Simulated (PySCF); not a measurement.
**[OsOCl4]2+: other functionals and bases at one geometry**

The task here is to estimate one member of a computed series from the others.

Program: PySCF 2.14.0. Level of theory: several levels, as the steps say, no spin–orbit coupling. These are calculated values, not measurements.

2 further runs of the same task are left out: 2 for a known fault of the program.

## The starting structure

6 atoms, charge 2, spin multiplicity 1.

Bond lengths: Os1–O2 1.690 Å, Os1–Cl3 2.265 Å, Os1–Cl4 2.186 Å, Os1–Cl5 2.312 Å, Os1–Cl6 2.191 Å. Angles: O2–Os1–Cl3 159.3°, O2–Os1–Cl4 98.1°, O2–Os1–Cl5 79.6°, O2–Os1–Cl6 97.4°, Cl3–Os1–Cl4 93.9°, Cl3–Os1–Cl5 79.7°, Cl3–Os1–Cl6 93.0°, Cl4–Os1–Cl5 121.8°, Cl4–Os1–Cl6 114.0°, Cl5–Os1–Cl6 124.0°.

Coordinates:

```xyz
6

Os    0.0080   -0.0859    0.1677
O    -0.2167    0.2161    1.8155
Cl   -0.1393    0.1881   -2.0757
Cl    2.1924   -0.1702    0.1643
Cl   -1.1348    1.9216    0.0706
Cl   -0.9580   -2.0511    0.1060
```

Formal oxidation states: Os +8. An earlier session relaxed this geometry at B3LYP, Os def2-SVP with ECP60, O def2-SVP, Cl def2-SVP (singlet, point group C1).

At B3LYP on the finer grid: E = -2005.263236 Eh, HOMO -19.48 eV, LUMO -17.39 eV, Mulliken charge on Os1 +0.82 e, largest force component 0.013 eV/Å. 

Levels to run: wB97X; HF; PBE; revPBE; B3LYP, TZVP; B3LYP, x2c-SVP. Hardware: 2 threads of Arm Neoverse V1, shared host.

Set-up of the first run:

File run.py (the lines that set the calculation):

```python
mol = gto.M(atom='''
Os     0.00799    -0.08589     0.16772
O     -0.21672     0.21614     1.81548
Cl    -0.13933     0.18813    -2.07569
Cl     2.19236    -0.17023     0.16431
Cl    -1.13482     1.92156     0.07063
Cl    -0.95801    -2.05113     0.10597''',
    basis={'Os': 'def2-SVP', 'O': 'def2-SVP', 'Cl': 'def2-SVP'},
    ecp={'Os': 'def2-SVP'},
    charge=2, spin=0)
mf = dft.RKS(mol, xc='WB97X')
mf.grids.atom_grid = (75, 302)
mf = mf.density_fit()  # fitting sets: Os def2-universal-JKFIT, O def2-universal-JKFIT, Cl def2-universal-JKFIT
mf.conv_tol = 1e-08; mf.max_cycle = 55
mf.kernel(dm0)  # dm0: the density of the relaxed state
```

The run is started by

```
OMP_NUM_THREADS=2 python run.py
```

Steps of the session up to this table: wB97X; HF; PBE; revPBE; B3LYP, TZVP; B3LYP, x2c-SVP.

One table of the session follows, with a row left open; its other results are not shown here.

```
               level  HOMO (eV)  gap (eV)  charge on Os1 (e)  dipole (D)  largest force component (eV/Å)
B3LYP (relaxed here)     -19.48      2.10               0.82        1.65                            0.01
               wB97X     -22.23      6.47               0.92        1.34                            1.88
                  HF     -23.13      8.27               1.16        0.97                            4.54
                 PBE     -18.34      0.72               0.71        1.66                            0.96
              revPBE     -18.30      0.73               0.75        1.63                            1.16
         B3LYP, TZVP          ?         ?                  ?           ?                               ?
      B3LYP, x2c-SVP     -19.54      2.03               0.31        1.76                            0.74
```

**Question.** Estimate the row for B3LYP, TZVP.

As computed: HOMO (eV): -19.25; gap (eV): 2.15; charge on Os1 (e): 1.12; dipole (D): 1.74; largest force component (eV/Å): 0.55. In the column «HOMO (eV)» it lies between B3LYP (relaxed here) (-19.48) and PBE (-18.34).

The dipole of a charged species depends on the origin, so these sizes hold for this origin alone.

In one basis the HOMO–LUMO gap runs from 0.72 eV (PBE) to 8.27 eV (HF). The largest leftover force, 4.54 eV/Å with HF, stands at a geometry relaxed at another level. Total energies of different levels can't be compared.
